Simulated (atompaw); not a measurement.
**Pseudopotential generation for P: PAW (atompaw), LDA (PW92)**

Aim: build the potential from the settings below, then test how well it stands in for the atom: scattering, ghost states and the plane-wave cutoff that it needs.

The numbers are computed with atompaw 4.2.0.5 (LDA (PW92), scalar-relativistic, spin-unpolarised reference atom).

**1. Starting point**

Typed settings, in words:

| Item | Value |
| --- | --- |
| element | phosphorus (P, Z = 15) |
| type | PAW |
| frozen core | [Ne] |
| valence charge | 5 |
| reference configuration | 3s1.75 3p3.25 |
| partial waves | 3s (bound); 3s channel at 0.75 Ry; 3p (bound); 3p channel at 0.9 Ry |
| local potential | vpsmatchnc scheme with l = 2 at 0 Ry, radius 1.55 bohr |
| core correction | smooth core density matched at 1.35 bohr |
| augmentation charge | sinc compensation charge, radius 1.25 bohr; PAW radius 1.65 bohr; waves and projectors: bloechl |

The nodes and maxima of the atom's own shells, from an earlier all-electron run, set the scale for the radii.

All-electron outer shells of the reference configuration (LDA (PW92), scalar-relativistic, ld1.x):

```json
{"shell": "2s", "level (eV)": "-173.53", "outermost node (bohr)": "0.14", "outermost maximum (bohr)": "0.42"}
{"shell": "2p", "level (eV)": "-124.89", "outermost node (bohr)": "–", "outermost maximum (bohr)": "0.35"}
{"shell": "3s", "level (eV)": "-14.20", "outermost node (bohr)": "0.66", "outermost maximum (bohr)": "1.56"}
{"shell": "3p", "level (eV)": "-5.74", "outermost node (bohr)": "0.64", "outermost maximum (bohr)": "1.83"}
```

**2. Generating the potential**

Input file P.input:

```
P 15
LDA-PW scalarrelativistic loggrid 1500 logderivrange -3 5 201
3 3 0 0 0 0
3 0 1.75
3 1 3.25
0 0 0
c
c
v
c
v
1
1.65 1.25 1.55 1.35
y
0.75
n
y
0.9
n
bloechl sinc
2 0 vpsmatchnc
PWSCFOUT
UPFDX 0.0125d0 UPFXMIN -7.d0 UPFZMESH 15.d0
END
```

The run is started by

```sh
$ atompaw < P.input > P.log
```

What does the calculation give? Wanted: cutoffs for 10 and 1 mRy, occupied levels; bound ghosts; largest phase difference near zero energy, channels read; lowest eigenvalue of the overlap; share of valence orbitals outside the PAW sphere; UPF file.

As calculated:

| quantity | value |
| --- | --- |
| cutoffs for 10 and 1 mRy, occupied levels | 12 Ry and 40 Ry |
| bound ghosts | s at -30.02 eV |
| largest phase difference near zero energy, channels read | 0.002 rad |
| lowest eigenvalue of the overlap (Bessel basis) | 0.002 (p) |
| share of valence orbitals outside the PAW sphere | 3s 58 %, 3p 73 % |
| UPF file | written |

What this shows: It has a bound ghost (s), a state that the atom doesn't have, and that rules the file out. The overlap operator is nearly singular (0.002). It counts as soft on the atom at that tolerance, with 12 Ry needed at the looser tolerance. The tighter tolerance needs 40 Ry, and converged work needs a cutoff nearer that. The slowest occupied level is 3s: taken alone it needs 18 Ry to come within 1 mRy, against 12 Ry for 3p. Near zero energy the phases of the channels with partial waves agree within 0.002 rad. The pseudo curves have a pole with no partner nearby in the atom's: s at -2.22 Ry. All of this concerns the isolated atom, not yet a solid.
